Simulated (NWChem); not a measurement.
# InHBr (SMILES [Br][InH]) at 4 levels

Aim: a comparison of 4 runs (UPBE/def2-TZVP, UPBE/def2-TZVPP, UB3LYP/def2-SVP, UPBE/def2-SVP) of InHBr. 

Program for the calculation: NWChem 7.3.0.

6 further runs of the same task are left out: 1 that didn't finish, 5 set aside as unsound or not needed.

## Step 1: The molecule

InHBr has 3 atoms, charge 0, and is taken as a doublet. As SMILES, `[Br][InH]`. The shape is that of a PBE0-D4/def2-TZVP optimisation.

Bond lengths: Br1–In2 2.511 Å, In2–H3 1.772 Å. Angles: Br1–In2–H3 115.9°.

## Step 2: Energy and gradient at UPBE/def2-TZVP (core potential) (run 1)

File test.nw:

```
START test
TITLE "BrHIn"
memory stack 880 mb heap 220 mb global 1100 mb

GEOMETRY units angstroms noautosym nocenter noautoz
  Br     1.752400    -0.309300     0.917000
  In    -0.424600    -0.617800    -0.295300
  H     -1.338700     0.862200    -0.635000
END

BASIS "ao basis" spherical bse
  * library def2-TZVP
END

ECP bse
  In library def2-TZVP
END

DFT
  xc xpbe96 cpbe96
  mult 2
  grid fine
  convergence energy 1e-08
  iterations 100
  mulliken
  print low
END

TASK dft gradient
```

Run with:

```
$ nwchem test.nw > test.out
```

Standard output:

```text
[...]
 d= 0,ls=0.0,diis     1  -2764.4710305628 -2.93D+03  1.11D-02  2.09D-01     6.2
[...]
 d= 0,ls=0.0,diis    12  -2764.5261744510 -2.26D-09  1.81D-07  2.48D-10    50.9
[...]
         Total DFT energy =    -2764.526174450966
      One electron energy =    -4249.771810384142
           Coulomb energy =     1426.976603021792
    Exchange-Corr. energy =     -107.980814893891
 Nuclear repulsion energy =      166.249847805275
[...]
      Total Density - Mulliken Population Analysis
     ---------------------------------------------
    Atom       Charge   Shell Charges
 -----------   ------   -------------------------------------------------------
    1 Br  35    35.36   2.00  2.01  1.16  0.78  1.07  0.95  6.00  5.92  1.35  2.67  1.42  8.94  1.01  0.04  0.03  0.00
    2 In  21    20.58   0.41 -0.86  1.65  0.80  1.10  0.46 -0.41  6.40  0.47  0.41  0.08  8.79  1.17  0.10  0.00  0.02
    3 H    1     1.07   0.22  0.52  0.32  0.01
[...]
      <S2> =      0.7536 (Exact =     0.7500)
                         DFT ENERGY GRADIENTS
    atom               coordinates                        gradient
                 x          y          z           x          y          z
   1 Br      3.311556  -0.584492   1.732879   -0.004476  -0.000572  -0.002486
   2 In     -0.802378  -1.167473  -0.558036    0.002226   0.004073   0.001635
   3 H      -2.529776   1.629322  -1.199976    0.002250  -0.003501   0.000851
 Task  times  cpu:       69.6s     wall:       69.6s
 Total times  cpu:       69.6s     wall:       69.6s
```

Wall time 70 s (1 thread of AMD EPYC 7B13 (Zen 3), shared host); peak memory 0.13 GiB.

## Step 3: Energy and gradient at UPBE/def2-TZVPP (core potential) (run 2)

File brhin.nw:

```
start brhin
memory total 2200 mb
charge 0
geometry units angstrom noautosym nocenter noautoz
  Br       1.752400      -0.309300       0.917000
  In      -0.424600      -0.617800      -0.295300
  H       -1.338700       0.862200      -0.635000
end
basis spherical bse
  * library def2-TZVPP
end
ecp bse
  In library def2-TZVPP
end
dft
  xc xpbe96 cpbe96
  mult 2
  grid fine
  convergence energy 1e-08
  iterations 100
  mulliken
  print low
end
task dft gradient
```

Run with:

```
$ nwchem brhin.nw > brhin.out
```

Standard output:

```text
[...]
 d= 0,ls=0.0,diis     1  -2764.4711392518 -2.93D+03  1.03D-02  2.09D-01     6.5
[...]
 d= 0,ls=0.0,diis    12  -2764.5263264236 -2.26D-09  1.71D-07  2.63D-10    55.3
[...]
         Total DFT energy =    -2764.526326423581
      One electron energy =    -4249.772444302022
           Coulomb energy =     1426.977353309220
    Exchange-Corr. energy =     -107.981083236055
 Nuclear repulsion energy =      166.249847805275
[...]
      Total Density - Mulliken Population Analysis
     ---------------------------------------------
    Atom       Charge   Shell Charges
 -----------   ------   -------------------------------------------------------
    1 Br  35    35.36   2.00  2.01  1.16  0.78  1.07  0.95  6.00  5.92  1.35  2.67  1.42  8.94  1.01  0.04  0.03  0.00
    2 In  21    20.54   0.41 -0.86  1.65  0.80  1.09  0.45 -0.41  6.40  0.47  0.40  0.08  8.79  1.17  0.09  0.00  0.02
    3 H    1     1.10   0.21  0.53  0.34  0.00  0.01  0.00
[...]
      <S2> =      0.7536 (Exact =     0.7500)
                         DFT ENERGY GRADIENTS
    atom               coordinates                        gradient
                 x          y          z           x          y          z
   1 Br      3.311556  -0.584492   1.732879   -0.004456  -0.000564  -0.002475
   2 In     -0.802378  -1.167473  -0.558036    0.002259   0.003967   0.001642
   3 H      -2.529776   1.629322  -1.199976    0.002198  -0.003403   0.000833
 Task  times  cpu:       76.4s     wall:       76.4s
 Total times  cpu:       76.5s     wall:       76.5s
```

Run time: 77 s. Hardware: 1 thread of AMD EPYC 7B13 (Zen 3), shared host; peak memory 0.13 GiB.

Run 3 isn't shown in full; the table further down has it.

## Step 4: Energy and gradient at UPBE/def2-SVP (core potential) (run 4)

File work.xyz:

```xyz
3

Br     1.752400    -0.309300     0.917000
In    -0.424600    -0.617800    -0.295300
H     -1.338700     0.862200    -0.635000
```

File work.nw:

```
echo
START work
memory stack 880 mb heap 220 mb global 1100 mb
GEOMETRY units angstrom noautosym nocenter noautoz
  load format xyz work.xyz
END
BASIS spherical bse
  * library def2-SVP
END
ECP bse
  In library def2-SVP
END
DFT
  xc xpbe96 cpbe96
  mult 2
  grid fine
  convergence energy 1e-08
  maxiter 100
  mulliken
  noprint "final vectors analysis"
END
TASK dft gradient
```

Run with:

```
$ nwchem work.nw > work.out
```

Standard output:

```text
[...]
          Wavefunction type:  spin polarized.
          No. of atoms     :     3
          No. of electrons :    57
[...]
          Charge           :     0
          Spin multiplicity:     2
[...]
          AO basis - number of functions:    63
[...]
              XC Information
              --------------
          PerdewBurkeErnzerhof Exchange Functional  1.000
            Perdew 1991 LDA Correlation Functional  1.000 local
           PerdewBurkeErnz. Correlation Functional  1.000 non-local
[...]
 d= 0,ls=0.0,diis     1  -2764.1546247976 -2.93D+03  1.55D-02  8.54D-02     2.2
[...]
 d= 0,ls=0.0,diis    11  -2764.2040137228 -3.82D-10  2.93D-07  1.51D-10    16.2
[...]
         Total DFT energy =    -2764.204013722762
      One electron energy =    -4249.590888243599
           Coulomb energy =     1427.140194993325
    Exchange-Corr. energy =     -108.003168277763
 Nuclear repulsion energy =      166.249847805275
[...]
      Total Density - Mulliken Population Analysis
     ---------------------------------------------
    Atom       Charge   Shell Charges
 -----------   ------   -------------------------------------------------------
    1 Br  35    35.25   2.00  2.00  1.99  1.47  0.50  6.00  5.97  2.34  2.97  8.19  1.75  0.08
    2 In  21    20.69  -0.60  2.60  1.14  0.41  2.77  3.23  0.77  0.29  9.61  0.45
    3 H    1     1.06   0.65  0.40  0.01
[...]
      <S2> =      0.7533 (Exact =     0.7500)
[...]
  wavefunction    = open shell
                         DFT ENERGY GRADIENTS
    atom               coordinates                        gradient
                 x          y          z           x          y          z
   1 Br      3.311556  -0.584492   1.732879   -0.007882  -0.001224  -0.004400
   2 In     -0.802378  -1.167473  -0.558036    0.004698   0.006637   0.003244
   3 H      -2.529776   1.629322  -1.199976    0.003184  -0.005413   0.001156
[...]
```

Run time: 22 s. Hardware: 1 thread of AMD EPYC 7B13 (Zen 3), shared host; peak memory 0.12 GiB.

## Step 5: All runs side by side

```csv
run,level,SCF convergence threshold,core potential,energy (Eh),⟨S²⟩,largest force (eV/Å),wall time
1,UPBE/def2-TZVP (core potential),1e-08,def2-TZVP,-2764.526174,0.754,0.265,70 s
2,UPBE/def2-TZVPP (core potential),1e-08,def2-TZVPP,-2764.526326,0.754,0.264,77 s
3,UB3LYP/def2-SVP (core potential),0.01,def2-SVP,-2764.688831,0.755,–,13 s
4,UPBE/def2-SVP (core potential),1e-08,def2-SVP,-2764.204014,0.753,0.468,22 s
```

## Step 6: What came out

```
                       quantity           value
            run 4: total energy  -2764.20401 Eh
           run 4: dipole moment          2.25 D
                    run 4: ⟨S²⟩           0.753
run 4: largest force on an atom      0.468 eV/Å
```

**Reading.** Totals of different functionals can't be ranked against each other. All runs together took 3 min, the longest 77 s.
